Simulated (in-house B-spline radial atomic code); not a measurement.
# Pt⁴⁺: binding energies from hole states

Wanted: ΔSCF binding energies of Pt⁴⁺.

Program: in-house B-spline radial atomic code version 1. Level of theory: Dirac-Hartree-Fock, average of configuration, Fermi nucleus, basis-set limit. These are calculated values, not measurements, unless marked.

## 1. Starting point

* element: platinum (Z = 78)
* charge: +4
* electrons: 74
* configuration: [Xe] 4f14 5d6
* Hamiltonian: Dirac-Coulomb
* nucleus: Fermi, rms radius 5.427 fm

Outer shells as boxes (Hund's rule):

[Xe] 4f14 5d6
```
[Xe] core
4f [↑↓][↑↓][↑↓][↑↓][↑↓][↑↓][↑↓]
5d [↑↓][↑ ][↑ ][↑ ][↑ ]
```

The boxes draw the filling by Hund's rule, which heavy ions in jj coupling don't follow; these runs average over all states of the configuration.

Input settings:

```ini
Z = 78
electrons = 74.0
configuration = [Xe] 4f14 5d6
hamiltonian = dirac
method = hf
spin_polarised = False
nucleus = fermi
rms_radius = 5.427
mass_number = 195
atomic_mass = 194.964794325
speed_of_light = 137.035999084
```

From the earlier run of the reference: total energy -18431.205238 hartree. Levels, eight at most:

```tsv
orbital	occupation	energy (eV)	<r> (bohr)
4d5/2	6	-390.84	0.4723
5s1/2	2	-170.90	0.9590
4f5/2	6	-145.09	0.5076
4f7/2	8	-141.46	0.5145
5p1/2	2	-130.74	1.031
5p3/2	4	-114.69	1.115
5d3/2	2.4	-60.622	1.401
5d5/2	3.6	-58.881	1.440
```

## 2. The 4f5/2 hole

In configurations, a minus sign after the shell means j = l − 1/2 and a plus sign j = l + 1/2; the count of electrons follows.

Input settings:

```ini
Z = 78
electrons = 73.0
configuration = 1s2 2s2 2p6 3s2 3p6 3d10 4s2 4p6 4d10 4f-5 4f+8 5s2 5p6 5d6
hamiltonian = dirac
method = hf
spin_polarised = False
nucleus = fermi
rms_radius = 5.427
mass_number = 195
atomic_mass = 194.964794325
speed_of_light = 137.035999084
```

## 3. The 4f7/2 hole

Changes to the settings of step 2:

```diff
@@ -2,3 +2,3 @@
 electrons = 73.0
-configuration = 1s2 2s2 2p6 3s2 3p6 3d10 4s2 4p6 4d10 4f-5 4f+8 5s2 5p6 5d6
+configuration = 1s2 2s2 2p6 3s2 3p6 3d10 4s2 4p6 4d10 4f-6 4f+7 5s2 5p6 5d6
 hamiltonian = dirac
```

## 4. The 5s hole

Changes to the settings of step 3:

```diff
@@ -2,3 +2,3 @@
 electrons = 73.0
-configuration = 1s2 2s2 2p6 3s2 3p6 3d10 4s2 4p6 4d10 4f-6 4f+7 5s2 5p6 5d6
+configuration = 1s2 2s2 2p6 3s2 3p6 3d10 4s2 4p6 4d10 4f14 5s1 5p6 5d6
 hamiltonian = dirac
```

## 5. The 5p1/2 hole

Changes to the settings of step 4:

```diff
@@ -2,3 +2,3 @@
 electrons = 73.0
-configuration = 1s2 2s2 2p6 3s2 3p6 3d10 4s2 4p6 4d10 4f14 5s1 5p6 5d6
+configuration = 1s2 2s2 2p6 3s2 3p6 3d10 4s2 4p6 4d10 4f14 5s2 5p-1 5p+4 5d6
 hamiltonian = dirac
```

## 6. The 5p3/2 hole

Changes to the settings of step 5:

```diff
@@ -2,3 +2,3 @@
 electrons = 73.0
-configuration = 1s2 2s2 2p6 3s2 3p6 3d10 4s2 4p6 4d10 4f14 5s2 5p-1 5p+4 5d6
+configuration = 1s2 2s2 2p6 3s2 3p6 3d10 4s2 4p6 4d10 4f14 5s2 5p-2 5p+3 5d6
 hamiltonian = dirac
```

## 7. The 5d hole

Changes to the settings of step 6:

```diff
@@ -2,3 +2,3 @@
 electrons = 73.0
-configuration = 1s2 2s2 2p6 3s2 3p6 3d10 4s2 4p6 4d10 4f14 5s2 5p-2 5p+3 5d6
+configuration = 1s2 2s2 2p6 3s2 3p6 3d10 4s2 4p6 4d10 4f14 5s2 5p6 5d5
 hamiltonian = dirac
```

What does each hole state cost in eV, and how does that compare with the orbital energies or single holes?

The runs gave:

| hole | ΔSCF (eV) | with Breit, QED, recoil (eV) | −ε of the parent (eV) | −ε less ΔSCF (eV) |
| --- | --- | --- | --- | --- |
| 4f5/2 | 135.74 | 135.93 | 145.09 | 9.36 |
| 4f7/2 | 132.31 | 132.62 | 141.46 | 9.15 |
| 5s | 168.50 | 168.08 | 170.90 | 2.39 |
| 5p1/2 | 128.65 | 128.35 | 130.74 | 2.09 |
| 5p3/2 | 112.99 | 112.86 | 114.69 | 1.71 |
| 5d | 58.634 | 58.642 | - | - |

What this shows: Relaxation of the remaining electrons brings each binding energy under −ε, by 2.4 eV for 5s and 1.71 eV for 5p3/2. The spin-orbit splitting of the 4f hole is 3.31 eV with those corrections. A dash stands where an open shell is averaged over j, so that no single parent level belongs to the hole. Values are for the free ion, measured from the vacuum level.
